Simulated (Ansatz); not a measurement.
# CH6N2Si: a ladder of functionals and wavefunction methods

Aim: compute CH6N2Si with functionals from several rungs and with coupled cluster, and see how far each lands from CCSD(T) at the basis-set limit for the atomisation energy.

Method: functionals in def2-TZVPP, the program's frozen cores in correlated methods; program: Ansatz 0.2.0, Gaussian basis.

Plan: LDA (SPW92), PBE-D4, revPBE-D4, BLYP-D4, r2SCAN-D4, B97M-V, PBE0-D4, B3LYP-D4, r2SCANh-D4, r2SCAN0-D4, HSE06-D4, BHLYP-D4, CAM-B3LYP-D4, LC-ωPBE, ωB97X-V, ωB97M-V, B2PLYP, PBE-QIDH; CCSD(T)/def2-SVP; CCSD(T)/def2-TZVPP; MP2/def2-QZVPP; extrapolation to the limit; RPA on PBE.

### Step 1. The relaxed structure

All runs share one geometry, relaxed beforehand with PBE0-D4 in a triple-zeta def2 set.

10 atoms, charge 0, spin multiplicity 1.

Atoms are counted from 1 here; the program's logs count them from 0.

Bond lengths: C1–N2 1.257 Å, C1–H5 1.097 Å, C1–H6 1.104 Å, N2–Si3 1.750 Å, Si3–N4 1.708 Å, Si3–H7 1.493 Å, Si3–H8 1.482 Å, N4–H9 1.007 Å, N4–H10 1.007 Å. Angles: N2–C1–H5 120.7°, N2–C1–H6 124.1°, H5–C1–H6 115.3°, C1–N2–Si3 123.1°, N2–Si3–N4 114.0°, N2–Si3–H7 109.5°, N2–Si3–H8 105.7°, N4–Si3–H7 107.4°, N4–Si3–H8 108.3°, H7–Si3–H8 112.0°, Si3–N4–H9 120.3°, Si3–N4–H10 120.1°, H9–N4–H10 111.0°.

### Step 2. LDA

This LDA is Slater exchange with PW92 correlation.

File in.yaml:

```yaml
crystal:
  periodic: [false, false, false]
  atoms:
    - {symbol: C, position_ang: [-1.766502, 0.839376, -0.369150]}
    - {symbol: N, position_ang: [-0.770791, 0.210531, -0.808936]}
    - {symbol: Si, position_ang: [0.311772, -0.704306, 0.217970]}
    - {symbol: N, position_ang: [1.948135, -0.229008, 0.101617]}
    - {symbol: H, position_ang: [-2.420559, 1.398324, -1.049941]}
    - {symbol: H, position_ang: [-2.051929, 0.878797, 0.696213]}
    - {symbol: H, position_ang: [-0.099747, -0.543700, 1.644387]}
    - {symbol: H, position_ang: [0.201475, -2.111126, -0.236020]}
    - {symbol: H, position_ang: [2.469744, -0.407542, -0.741292]}
    - {symbol: H, position_ang: [2.261402, 0.617454, 0.548153]}
basis:
  gaussian: {orbitals: def2-TZVPP}
hamiltonian: {xc: lda}
output: {orbitals: {seedname: orbitals}}
```

Run with:

```
> ansatz run in.yaml --threads 2 --pin off --events-out ev --progress --plain --max-ram 4352MiB
```

Further steps of the session: PBE-D4 (GGA); revPBE-D4 (GGA); BLYP-D4 (GGA); r2SCAN-D4 (meta-GGA); B97M-V (meta-GGA); PBE0-D4 (hybrid); B3LYP-D4 (hybrid); r2SCANh-D4 (hybrid); r2SCAN0-D4 (hybrid); HSE06-D4 (hybrid); BHLYP-D4 (hybrid); CAM-B3LYP-D4 (range-separated); LC-ωPBE (range-separated); ωB97X-V (range-separated); ωB97M-V (range-separated); B2PLYP (double hybrid); PBE-QIDH (double hybrid); CCSD(T) in def2-SVP; CCSD(T) in def2-TZVPP; MP2 in def2-QZVPP; RPA on PBE orbitals.

Before running them: what should the planned runs give, taken together? Wanted: atomisation energy, CCSD(T)/CBS; farthest beyond LDA; mean size of error, GGA; mean size of error, meta-GGA; mean size of error, hybrid; mean size of error, range-separated; mean size of error, double hybrid; gap, smallest and largest; T1 diagnostic.

**Answer**, as computed:

| quantity | value |
| --- | --- |
| atomisation energy, CCSD(T)/CBS | 37.087 eV |
| functionals within 0.185 eV (0.5 %) | B97M-V, PBE0-D4, HSE06-D4 |
| farthest beyond LDA | BHLYP-D4 (-0.983 eV) |
| mean size of error, GGA | 0.393 eV |
| mean size of error, meta-GGA | 0.117 eV |
| mean size of error, hybrid | 0.469 eV |
| mean size of error, range-separated | 0.251 eV |
| mean size of error, double hybrid | 0.433 eV |
| gap, smallest and largest | 3.49 eV (LDA (SPW92)), 11.33 eV (LC-ωPBE) |
| T1 diagnostic | 0.0119 |
| triples share of the correlation energy | 4.0 % |

LDA overbinds by 5.141 eV (14 %). PBE-D4 is off by +0.654 eV. Double hybrids carry the basis error of their MP2 part in triple zeta, and no dispersion term here, so their miss is partly the set-up's. By mean error the best rung here is meta-GGA (0.117 eV) and the worst beyond LDA is hybrid (0.469 eV). The mean of the hybrids holds BHLYP, with half exact exchange. The reference freezes the cores and leaves out relativity and excitations past (T), so misses under about 0.185 eV can't be ranked. Hartree-Fock recovers 69 % of the binding; the rest is correlation. CCSD(T) in def2-SVP is off by -2.792 eV, more than most functionals: a good method in a small basis is no reference. The gap grows from 3.5 to 11.3 eV across the functionals, mostly with the share of exact exchange.
